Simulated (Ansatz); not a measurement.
# AlH2OF (SMILES [OH][AlH][F]): MP2/STO-3G

Aim: the electronic atomisation energy of AlH2OF at MP2/STO-3G, from 5 runs. 

Program for the calculation: Ansatz 0.2.0.

69 further runs of the same task are left out: 5 that didn't finish, 64 set aside as unsound or not needed.

## (1) The structure to begin with

AlH2OF: 5 atoms, total charge 0, spin state singlet. As SMILES, `[OH][AlH][F]`. Geometry: a GFN2-xTB relaxation, a rough one for these elements and not checked as a minimum. This is one conformer, not always the lowest.

Bond lengths: O1–Al2 1.635 Å, Al2–F3 1.650 Å, O1–H4 0.946 Å, Al2–H5 1.492 Å. Angles: O1–Al2–F3 123.4°, O1–Al2–H5 119.8°, F3–Al2–H5 116.9°, Al2–O1–H4 177.6°.

## (2) A single-point energy at MP2/STO-3G

File molecule.yaml:

```yaml
crystal:
  periodic: [false, false, false]
  atoms:
    - {symbol: O, position_ang: [-1.021720, 0.325810, -0.327270]}
    - {symbol: Al, position_ang: [0.472970, -0.139110, 0.144100]}
    - {symbol: F, position_ang: [0.778780, -1.566900, 0.912060]}
    - {symbol: H, position_ang: [-1.871140, 0.628670, -0.614330]}
    - {symbol: H, position_ang: [1.641100, 0.751530, -0.114560]}
basis:
  gaussian:
    orbitals: STO-3G
correlation:
  method: mp2
  frozen_orbitals: {Al: 5, F: 1, H: 0, O: 1}
accuracy: high
```

Run with:

```
$ ansatz run molecule.yaml --threads 1 --pin off --max-ram 2610MiB --events-out events.jsonl --progress --plain --runs-dir runs
```

The log of the run:

```text
Warning: RAYON_NUM_THREADS=1 ignored (pool sized by the plan → 1); use --threads N
Functional definition: HF
  name "HF"
  exchange = exact_x
  correlation = 0
377 factors; integrals over basis functions are off by at most 3.2e-8 eV
mean field evaluation 1: about -11210.7368 eV, gradient 2.7e1 eV
mean field evaluation 2: about -11210.7654 eV, gradient 2.7e1 eV
mean field evaluation 4: about -11213.5933 eV, gradient 1.1e0 eV
mean field evaluation 8: about -11213.5994 eV, gradient 8.3e-5 eV
mean field -11213.59936003 eV, -412.0921756303 hartree, gradient 2.1e-8 eV, S^2 0.000000; 0 other end points of the search recorded, 0 dependent functions left out
7 core orbitals not correlated: weight in the atoms' cores, before any rotation towards them, 1.000 or more for the frozen orbitals, at most 0.000 for the correlated occupied ones
reference -11213.59936003 eV, -412.0921756303 hartree; 9, 9 occupied and 5, 5 virtual orbitals, 377 factors
second order -1.95866648 eV of doubles, -0.00000000 eV of singles
Total energy: -11215.55802651 eV, -412.1641552959 hartree
```

Run time: 0.1 s. Hardware: 1 thread of Arm Neoverse V2, shared host.

## (3) The Al atom

File run.yaml:

```yaml
crystal:
  periodic: [false, false, false]
  atoms:
    - symbol: Al
      position_ang: [0.000000, 0.000000, 0.000000]
basis:
  gaussian:
    orbitals: STO-3G
magnetization:
  spin_polarized: true
  initial_magnetization: 1
correlation:
  method: mp2
  frozen_orbitals: {Al: 5}
accuracy: high
```

Run the same way, it converges to -238.87253 Eh (log not shown).

## (4) The F atom

Edit run.yaml of step 3 so:

```diff
@@ -3,3 +3,3 @@
   atoms:
-    - symbol: Al
+    - symbol: F
       position_ang: [0.000000, 0.000000, 0.000000]
@@ -13,3 +13,3 @@
   method: mp2
-  frozen_orbitals: {Al: 5}
+  frozen_orbitals: {F: 1}
 accuracy: high
```

Run the same way, it converges to -97.98651 Eh (log not shown).

## (5) The H atom: the energy at UHF/STO-3G

File run.yaml:

```yaml
crystal:
  periodic: [false, false, false]
  atoms:
    - {symbol: H, position_ang: [0.000000, 0.000000, 0.000000]}
basis:
  gaussian:
    orbitals: STO-3G
magnetization:
  spin_polarized: true
  initial_magnetization: 1
hamiltonian:
  xc: hf
accuracy: high
```

Run with:

```
$ ansatz run run.yaml --threads 1 --pin off --max-ram 2610MiB --events-out events.jsonl --progress --plain --runs-dir runs
```

The log of the run:

```text
Warning: RAYON_NUM_THREADS=1 ignored (pool sized by the plan → 1); use --threads N
Functional definition: HF
  name "HF"
  exchange = exact_x
  correlation = 0
1 factors; integrals over basis functions are off by at most 4.6e-10 eV
mean field evaluation 1: about -12.6963 eV, gradient 0.0e0 eV
mean field evaluation 2: about -12.6963 eV, gradient 0.0e0 eV
mean field -12.69633895 eV, -0.4665818504 hartree, gradient 0.0e0 eV, S^2 0.750000; 0 other end points of the search recorded, 0 dependent functions left out
reference -12.69633895 eV, -0.4665818504 hartree; 1, 0 occupied and 0, 1 virtual orbitals, 1 factors
Total energy: -12.69633895 eV, -0.4665818504 hartree
```

Run time: 0.02 s. Hardware: 1 thread of Arm Neoverse V2, shared host.

## (6) The O atom

File in.yaml:

```yaml
crystal:
  periodic: [false, false, false]
  atoms:
    - {symbol: O, position_ang: [0.000000, 0.000000, 0.000000]}
basis:
  gaussian:
    orbitals: STO-3G
magnetization:
  spin_polarized: true
  initial_magnetization: 2
accuracy: high
correlation:
  method: mp2
  frozen_orbitals: {O: 1}
```

Run the same way, it converges to -73.80415 Eh (log not shown).

## (7) What came out

Level: MP2/STO-3G, 7 core orbitals frozen.

```
                                             quantity          value
                               molecule: total energy  -412.16416 Eh
molecule: correlation energy (7 core orbitals frozen)      -72.0 mEh
                                Al atom: total energy  -238.87253 Eh
 Al atom: correlation energy (5 core orbitals frozen)      -14.2 mEh
           Al atom: ⟨S²⟩ of the reference determinant          0.750
                                 F atom: total energy   -97.98651 Eh
   F atom: correlation energy (1 core orbital frozen)        0.0 mEh
            F atom: ⟨S²⟩ of the reference determinant          0.750
                                 H atom: total energy    -0.46658 Eh
                                         H atom: ⟨S²⟩          0.750
                                 O atom: total energy   -73.80415 Eh
   O atom: correlation energy (1 core orbital frozen)        0.0 mEh
            O atom: ⟨S²⟩ of the reference determinant          2.000
                        electronic atomisation energy      15.451 eV
```

In words: Taking the molecule apart into free atoms costs 15.45 eV (356 kcal/mol), before zero-point energy and without spin-orbit coupling. In a minimal basis such a difference can be off by several eV, whatever the method.
